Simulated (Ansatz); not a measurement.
# CH₆FGeNSi: how energies converge with the basis set

The task here is to estimate one member of a computed series from the others.

Program: Ansatz 0.2.0, Gaussian basis. Level of theory: one geometry, several basis sets. These are calculated values, not measurements.

Plan: PBE0-D4/def2-SVP; ωB97M-V/def2-SVP; PBE0-D4/def2-QZVPP; ωB97M-V/def2-QZVPP; the functionals' def2-TZVPP values are taken from earlier runs.

### The geometry

An earlier PBE0-D4 in a triple-zeta def2 set relaxation fixed the geometry.

SMILES `N=C[SiH2][GeH2][F]`, 11 atoms, charge 0, spin multiplicity 1.

Atoms are counted from 1 here; the program's logs count them from 0.

Bond lengths: N1–C2 1.267 Å, N1–H6 1.023 Å, C2–Si3 1.900 Å, C2–H7 1.098 Å, Si3–Ge4 2.389 Å, Si3–H8 1.488 Å, Si3–H9 1.488 Å, Ge4–F5 1.761 Å, Ge4–H10 1.538 Å, Ge4–H11 1.538 Å. Angles: C2–N1–H6 112.5°, N1–C2–Si3 127.1°, N1–C2–H7 116.1°, Si3–C2–H7 116.8°, C2–Si3–Ge4 108.4°, C2–Si3–H8 110.6°, C2–Si3–H9 110.1°, Ge4–Si3–H8 109.7°, Ge4–Si3–H9 109.7°, H8–Si3–H9 108.3°, Si3–Ge4–F5 103.9°, Si3–Ge4–H10 116.2°, Si3–Ge4–H11 114.6°, F5–Ge4–H10 105.4°, F5–Ge4–H11 105.0°, H10–Ge4–H11 110.5°.

The first run:

The input, in.yaml:

```yaml
crystal:
  periodic: [false, false, false]
  atoms:
    - {symbol: N, position_ang: [-1.669097, 0.272421, 1.469395]}
    - {symbol: C, position_ang: [-0.429515, 0.176368, 1.713957]}
    - {symbol: Si, position_ang: [0.939741, -0.350449, 0.506952]}
    - {symbol: Ge, position_ang: [0.219708, 0.149025, -1.715415]}
    - {symbol: F, position_ang: [-1.488915, -0.275689, -1.710962]}
    - {symbol: H, position_ang: [-1.895071, 0.045390, 0.498167]}
    - {symbol: H, position_ang: [-0.120667, 0.410094, 2.741451]}
    - {symbol: H, position_ang: [2.205371, 0.376315, 0.799355]}
    - {symbol: H, position_ang: [1.198626, -1.809707, 0.634276]}
    - {symbol: H, position_ang: [0.848293, -0.693880, -2.837504]}
    - {symbol: H, position_ang: [0.256825, 1.643111, -2.079070]}
basis:
  gaussian: {orbitals: def2-SVP}
hamiltonian: {xc: pbe0, dispersion: d4}
output: {orbitals: {seedname: orbitals}}
```

Launch:

```sh
$ ansatz run in.yaml --threads 4 --pin off --events-out ev --progress --plain --max-ram 10444MiB
```

Steps of the session up to this table: PBE0-D4 in def2-SVP; ωB97M-V in def2-SVP; PBE0-D4 in def2-QZVPP; ωB97M-V in def2-QZVPP.

One of the session's tables, all rows but one given; the rest of the session is left out.

It belongs to the step «Density functionals: the series». 

```
functional       basis  HOMO (eV)
   PBE0-D4    def2-SVP      -7.15
   PBE0-D4  def2-TZVPP      -7.32
   PBE0-D4  def2-QZVPP      -7.35
   ωB97M-V    def2-SVP      -9.41
   ωB97M-V  def2-TZVPP      -9.61
   ωB97M-V  def2-QZVPP          ?
```

**Question.** Estimate the row for ωB97M-V, def2-QZVPP.

**Answer.** HOMO (eV): -9.63. In the column «HOMO (eV)» it is the lowest.
